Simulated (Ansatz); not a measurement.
**Cl− with SiH4O: structure and interaction energy**

An exercise on one series of results from a longer session: the logs are not shown, and one member is left open.

Method: PBE0-D4 structure, single points in def2-TZVPPD; program: Ansatz 0.2.0, Gaussian basis.

Levels: PBE-D4, revPBE-D4, BLYP-D4, r2SCAN-D4, B97M-V, PBE0-D4, B3LYP-D4, HSE06-D4, wB97X-V, wB97M-V, B2PLYP, Hartree-Fock, MP2, CCSD, CCSD(T). The reference is CCSD(T) extrapolated to the basis limit.

Correlated methods freeze the cores. B3LYP uses VWN-RPA correlation. B2PLYP carries no dispersion term here.

163 further runs of the same task are left out: 163 set aside as unsound or not needed.

## Starting geometry

The pair, from a GFN2-xTB docking trial: 7 atoms, charge -1, spin multiplicity 1.

Atoms are counted from 1 here; the program's logs count them from 0.

Bond lengths: Si2–O3 1.584 Å, Si2–H4 1.468 Å, Si2–H5 1.477 Å, Si2–H6 1.478 Å, O3–H7 1.019 Å. Angles: O3–Si2–H4 116.4°, O3–Si2–H5 107.7°, O3–Si2–H6 111.0°, H4–Si2–H5 107.5°, H4–Si2–H6 106.9°, H5–Si2–H6 106.9°, Si2–O3–H7 124.3°.

Coordinates:

```xyz
7
ClH4OSi
Cl   -1.7010   -2.5457   -0.4047
Si    0.4912    0.7199   -0.0138
O    -0.3192   -0.3757    0.7945
H     0.2778    0.7494   -1.4655
H     0.1114    2.0444    0.5187
H     1.9456    0.5700    0.2041
H    -0.8058   -1.1623    0.3669
```

Atoms 1 to 1 are fragment A (Cl−), the rest fragment B (SiH4O).

The first run:

Contents of pre/in.yaml:

```yaml
crystal:
  periodic: [false, false, false]
  atoms:
    - {symbol: Cl, position_ang: [-1.701000, -2.545700, -0.404700]}
    - {symbol: Si, position_ang: [0.491200, 0.719900, -0.013800]}
    - {symbol: O, position_ang: [-0.319200, -0.375700, 0.794500]}
    - {symbol: H, position_ang: [0.277800, 0.749400, -1.465500]}
    - {symbol: H, position_ang: [0.111400, 2.044400, 0.518700]}
    - {symbol: H, position_ang: [1.945600, 0.570000, 0.204100]}
    - {symbol: H, position_ang: [-0.805800, -1.162300, 0.366900]}
basis:
  gaussian: {orbitals: def2-SVPD}
total_charge: -1
hamiltonian: {xc: pbe, dispersion: d4}
relax: {f_tol: 0.03, max_steps: 250}
```

Launch:

```bash
ansatz run in.yaml --threads 2 --pin off --events-out ev --progress --plain --max-ram 5222MiB
```

Among the steps run: A first relaxation in a small basis; Relaxation at PBE0-D4; wB97X-V/def2-TZVPPD; wB97M-V/def2-TZVPPD; B2PLYP/def2-TZVPPD; B97M-V/def2-TZVPPD; CCSD(T)/def2-TZVPPD; MP2/def2-QZVPPD; Vibrations of the pair.

One table of the session follows, with a row left open; its other results are not shown here.

| method | interaction (kJ/mol) |
| --- | --- |
| PBE-D4 | -110.03 |
| revPBE-D4 | -109.30 |
| BLYP-D4 | -105.72 |
| r2SCAN-D4 | -108.21 |
| B97M-V | -103.54 |
| PBE0-D4 | -107.66 |
| B3LYP-D4 | -105.11 |
| HSE06-D4 | -107.65 |
| wB97X-V | -101.36 |
| wB97M-V | -101.19 |
| B2PLYP | ? |
| Hartree-Fock | -79.37 |
| MP2 | -99.64 |
| CCSD | -93.91 |
| CCSD(T) | -97.38 |
| CCSD(T)/CBS | -102.09 |

Q: Estimate the row for B2PLYP from the others.

The run gave: interaction (kJ/mol): -97.17. In the column «interaction (kJ/mol)» it lies between CCSD(T) (-97.38) and CCSD (-93.91).
